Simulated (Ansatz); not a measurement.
**CH3FOSi: how energies converge with the basis set**

How large a basis does CH3FOSi need? Two functionals are run in growing sets.

The runs use Ansatz 0.2.0, Gaussian basis; one geometry, several basis sets.

Levels to be run: PBE0-D4/def2-SVP; ωB97M-V/def2-SVP; PBE0-D4/def2-QZVPP; ωB97M-V/def2-QZVPP; the functionals' def2-TZVPP values are taken from earlier runs.

## 1. The geometry

The geometry comes from an earlier relaxation with PBE0-D4 in a triple-zeta def2 set; it is a stationary point, not always the lowest conformer.

7 atoms, charge 0, spin multiplicity 1.

Atoms are counted from 1 here; the program's logs count them from 0.

Bond lengths: C1–O2 1.415 Å, C1–H5 1.092 Å, C1–H6 1.092 Å, C1–H7 1.092 Å, O2–Si3 1.628 Å, Si3–F4 1.622 Å. Angles: O2–C1–H5 111.5°, O2–C1–H6 108.9°, O2–C1–H7 108.9°, H5–C1–H6 109.4°, H5–C1–H7 109.4°, H6–C1–H7 108.7°, C1–O2–Si3 132.8°, O2–Si3–F4 102.4°.

## 2. PBE0-D4 in def2-SVP

Contents of in.yaml:

```yaml
crystal:
  periodic: [false, false, false]
  atoms:
    - {symbol: C, position_ang: [-0.503555, 0.227098, 0.590963]}
    - {symbol: O, position_ang: [0.658062, 0.670219, -0.085438]}
    - {symbol: Si, position_ang: [1.551000, 0.028464, -1.285651]}
    - {symbol: F, position_ang: [0.775260, -1.362541, -1.591298]}
    - {symbol: H, position_ang: [-0.842010, -0.740100, 0.213769]}
    - {symbol: H, position_ang: [-0.281997, 0.142925, 1.656553]}
    - {symbol: H, position_ang: [-1.295659, 0.965935, 0.455501]}
basis:
  gaussian: {orbitals: def2-SVP}
hamiltonian: {xc: pbe0, dispersion: d4}
output: {orbitals: {seedname: orbitals}}
```

After this run come: ωB97M-V in def2-SVP; PBE0-D4 in def2-QZVPP; ωB97M-V in def2-QZVPP.

**Question.** What will the summary of the whole plan be? Wanted: PBE0-D4: double and triple zeta above quadruple; ωB97M-V: double and triple zeta above quadruple.

As calculated:

```
                                       quantity           value
PBE0-D4: double and triple zeta above quadruple  10.75, 0.62 eV
ωB97M-V: double and triple zeta above quadruple  10.91, 0.59 eV
```

What this shows: PBE0-D4 gains 10.13 eV from double to triple zeta, then 0.62 eV more. These are total energies; as a rule much of such shifts cancels in differences, which this series doesn't test.
